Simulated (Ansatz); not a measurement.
**C2H3BCl2: up Jacob's ladder to CCSD(T)**

An exercise on one series of results from a longer session: the logs are not shown, and one member is left open.

The runs use Ansatz 0.2.0, Gaussian basis; functionals in def2-TZVPP, the program's frozen cores in correlated methods.

Levels to be run: LDA (SPW92), PBE-D4, revPBE-D4, BLYP-D4, r2SCAN-D4, B97M-V, PBE0-D4, B3LYP-D4, r2SCANh-D4, r2SCAN0-D4, HSE06-D4, BHLYP-D4, CAM-B3LYP-D4, LC-ωPBE, ωB97X-V, ωB97M-V, B2PLYP, PBE-QIDH; CCSD(T)/def2-SVP; CCSD(T)/def2-TZVPP; MP2/def2-QZVPP; extrapolation to the limit; RPA on PBE.

### Structure used throughout

The geometry comes from an earlier relaxation with PBE0-D4 in a triple-zeta def2 set; it is a stationary point, not always the lowest conformer.

SMILES `ClB1CC1Cl`, 8 atoms, charge 0, spin multiplicity 1.

Atoms are counted from 1 here; the program's logs count them from 0.

Bond lengths: Cl1–B2 1.708 Å, B2–C3 1.516 Å, B2–C4 1.521 Å, C3–C4 1.550 Å, C3–H6 1.086 Å, C3–H7 1.088 Å, C4–Cl5 1.759 Å, C4–H8 1.084 Å. Angles: Cl1–B2–C3 149.6°, Cl1–B2–C4 147.9°, C3–B2–C4 61.4°, B2–C3–C4 59.5°, B2–C3–H6 123.4°, B2–C3–H7 117.9°, C4–C3–H6 114.6°, C4–C3–H7 118.0°, H6–C3–H7 113.0°, B2–C4–C3 59.1°, B2–C4–Cl5 119.2°, B2–C4–H8 123.0°, C3–C4–Cl5 118.9°, C3–C4–H8 115.3°, Cl5–C4–H8 111.6°.

Set-up of the first run:

Contents of in.yaml:

```yaml
crystal:
  periodic: [false, false, false]
  atoms:
    - {symbol: Cl, position_ang: [-2.473608, 0.378090, 0.885926]}
    - {symbol: B, position_ang: [-0.888562, 0.008844, 0.368878]}
    - {symbol: C, position_ang: [0.595974, -0.074272, 0.662903]}
    - {symbol: C, position_ang: [0.073186, -0.200354, -0.790518]}
    - {symbol: Cl, position_ang: [0.361630, 1.120564, -1.915193]}
    - {symbol: H, position_ang: [1.079378, -0.967112, 1.048313]}
    - {symbol: H, position_ang: [1.111647, 0.842151, 0.942591]}
    - {symbol: H, position_ang: [0.232357, -1.164910, -1.258601]}
basis:
  gaussian: {orbitals: def2-TZVPP}
hamiltonian: {xc: lda}
output: {orbitals: {seedname: orbitals}}
```

Started as:

```console
$ ansatz run in.yaml --threads 2 --pin off --events-out ev --progress --plain --max-ram 4352MiB
```

Among the steps run: LDA; PBE-D4 (GGA); revPBE-D4 (GGA); BLYP-D4 (GGA); r2SCAN-D4 (meta-GGA); B97M-V (meta-GGA); B3LYP-D4 (hybrid); r2SCANh-D4 (hybrid); r2SCAN0-D4 (hybrid); HSE06-D4 (hybrid); BHLYP-D4 (hybrid); CAM-B3LYP-D4 (range-separated); LC-ωPBE (range-separated); ωB97X-V (range-separated); ωB97M-V (range-separated); B2PLYP (double hybrid); PBE-QIDH (double hybrid).

One table of the session follows, with a row left open; its other results are not shown here.

It belongs to the step «Orbital energies across the functionals». 

| functional | HOMO (eV) | LUMO (eV) | gap (eV) |
| --- | --- | --- | --- |
| LDA (SPW92) | -6.16 | -3.04 | 3.12 |
| PBE-D4 | -6.03 | -2.79 | 3.24 |
| revPBE-D4 | -5.97 | -2.68 | 3.29 |
| BLYP-D4 | -5.91 | -2.60 | 3.31 |
| r2SCAN-D4 | -6.28 | -2.49 | 3.79 |
| B97M-V | -6.36 | -2.41 | 3.95 |
| PBE0-D4 | -7.33 | -1.82 | 5.51 |
| B3LYP-D4 | -7.11 | -2.00 | 5.12 |
| r2SCANh-D4 | -6.76 | -2.15 | 4.61 |
| r2SCAN0-D4 | -7.49 | -1.64 | 5.84 |
| HSE06-D4 | -6.93 | -2.21 | 4.72 |
| BHLYP-D4 | ? | ? | ? |
| CAM-B3LYP-D4 | -8.70 | -0.63 | 8.07 |
| LC-ωPBE | -10.06 | 0.51 | 10.57 |
| ωB97X-V | -9.69 | 0.45 | 10.14 |
| ωB97M-V | -9.54 | 0.29 | 9.83 |

Estimate the missing values for BHLYP-D4.

Worked estimate for «HOMO (eV)». Against the share of exact exchange, BLYP-D4 (0, -5.91), B3LYP-D4 (0.2, -7.11) give a slope of -6.00 per unit share; at 0.5 the line stands at -8.91.

As computed: HOMO (eV): -8.54; LUMO (eV): -0.68; gap (eV): 7.86. In «HOMO (eV)» the line misses by -0.37.
